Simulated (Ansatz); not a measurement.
# Al (fcc type): the cost of one run

Method: DFT, PBEsol, all-electron LAPW, scalar-relativistic, in Ansatz 0.2.0.

### 1 The system as given

The structure is cubic, space group Fm-3m (No. 225). Conventional cell: a = 4.016 Å, b = 4.016 Å, c = 4.016 Å, α = 90.00°, β = 90.00°, γ = 90.00°. Al (site symmetry m-3m) has 12 Al at 2.84 Å as nearest neighbours.

Structure file:

```
CELL_PARAMETERS angstrom
0.00000 2.00790 -2.00790
-2.00790 0.00000 2.00790
4.01580 4.01580 4.01580
ATOMIC_POSITIONS crystal
Al 0.00000 0.00000 0.00000
Al 0.33333 0.66667 0.33333
Al 0.66667 0.33333 0.66667
```

Atoms are numbered in the order of the input: Al1, Al2, Al3.

### 2 Bulk in the slab's orientation, LAPW

The input, input.yaml:

```yaml
crystal:
  lattice:
    - [0.0, 2.0078992074, -2.0078992074]
    - [-2.0078992074, 0.0, 2.0078992074]
    - [4.0157984149, 4.0157984149, 4.0157984149]
  atoms:
    - { symbol: Al, position: [0.0, 0.0, 0.0] }
    - { symbol: Al, position: [0.333333333, 0.666666667, 0.333333333] }
    - { symbol: Al, position: [0.666666667, 0.333333333, 0.666666667] }
kpoints:
  mp_grid: { grid: [15, 15, 6] }
scf:
  occupations: { method: fermi_dirac, width: 0.1 }
hamiltonian:
  xc: pbesol
  pseudopotentials: { kind: all_electron, lapw: { basis_error: 0.001 } }
output:
  forces: true
  stress: true
  eigenvalues: true
```

Launch:

```
ansatz run input.yaml --threads 2 --pin off --max-ram 4096MiB --backend cpu --events-out ev --progress --plain --runs-dir out
```

Q: Estimate wall time and peak memory on 2 threads of Intel Xeon 6975P-C (Granite Rapids), shared host.

About 5.6 s, with a peak of 0.49 GiB.
